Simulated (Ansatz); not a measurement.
Working through a ladder of basis sets of H4OSiTe, SMILES O[SiH2][TeH]

Program: the Python package of Ansatz (0.2.0).

Interactive session:
```pycon
>>> from dataclasses import dataclass
>>> import warnings
>>> import ansatz as az
>>> @dataclass
... class RunConfig:
...     functional: str = 'b3lyp'
...
>>> opts = RunConfig()
>>> warnings.simplefilter('ignore', az.DeckWarning)
>>> geometry_ang = [
...     ('O', [-1.2304, -0.6966, -0.4964]),
...     ('Si', [-0.1402, 0.4739, 0.0961]),
...     ('Te', [1.5412, -0.7204, 1.4309]),
...     ('H', [-1.8429, -0.0931, -1.0345]),
...     ('H', [0.5219, 1.155, -1.0442]),
...     ('H', [-0.8222, 1.4811, 0.9416]),
...     ('H', [2.034, -1.6679, 0.0608]),
... ]
>>> geometry = az.Crystal.molecule()
>>> for symbol, xyz in geometry_ang:
...     geometry = geometry.atom(symbol, xyz)
...
>>> model = geometry.calculation().functional(opts.functional)
>>> energies = {}
>>> for basis in ['def2-SVP', 'def2-SVPD', 'def2-TZVP', 'def2-TZVPP']:
...     r = model.basis(gaussian=basis).run(threads=1).report
...     size = r['n_frozen'] + r['n_occupied'][0] + r['n_virtual'][0]
...     energies[basis] = (r['reference_energy_ev'] / 27.211386246, r['free_energy_ev'] / 27.211386246)
...     print(f'{basis:14s} {size:4d} orbitals  reference {energies[basis][0]:14.6f} Ha  total {energies[basis][1]:14.6f} Ha')
...
def2-SVP         78 orbitals  reference    -635.133241 Ha  total    -635.133241 Ha
def2-SVPD       114 orbitals  reference    -635.149033 Ha  total    -635.149033 Ha
def2-TZVP       142 orbitals  reference    -635.351158 Ha  total    -635.351158 Ha
def2-TZVPP      179 orbitals  reference    -635.353411 Ha  total    -635.353411 Ha
>>> last = energies['def2-TZVPP'][1]
>>> for basis, (_, total) in energies.items():
...     print(f'{basis:14s} lies {27.211386 * (total - last):9.4f} eV above def2-TZVPP')
...
def2-SVP       lies    5.9911 eV above def2-TZVPP
def2-SVPD      lies    5.5614 eV above def2-TZVPP
def2-TZVP      lies    0.0613 eV above def2-TZVPP
def2-TZVPP     lies    0.0000 eV above def2-TZVPP
```

Against def2-SVP: def2-SVPD -15.8 mHa, def2-TZVP -217.9 mHa and def2-TZVPP -220.2 mHa. The last step alone is -2.25 mHa (these two sets differ little on atoms other than hydrogen). From the first set to the last the time grows from 2.2 to 4.0 s.

Caveats:
- The drop along the ladder measures the basis error, and is no property of the molecule.
- The geometry is a force-field or estimated start, not a minimum of this method, and the last set is no limit. Much of the fall in a total is atomic energy, which cancels in bond and reaction energies.
- def2 sets replace the cores of elements past krypton by effective core potentials.
- b3lyp holds the VWN-RPA fit, as in Gaussian; the form of ORCA and Turbomole is b3lyp5.
- Wall time of the script: 14 s on 1 thread of Arm Neoverse V2, with other jobs on the host, peak memory 0.34 GiB.
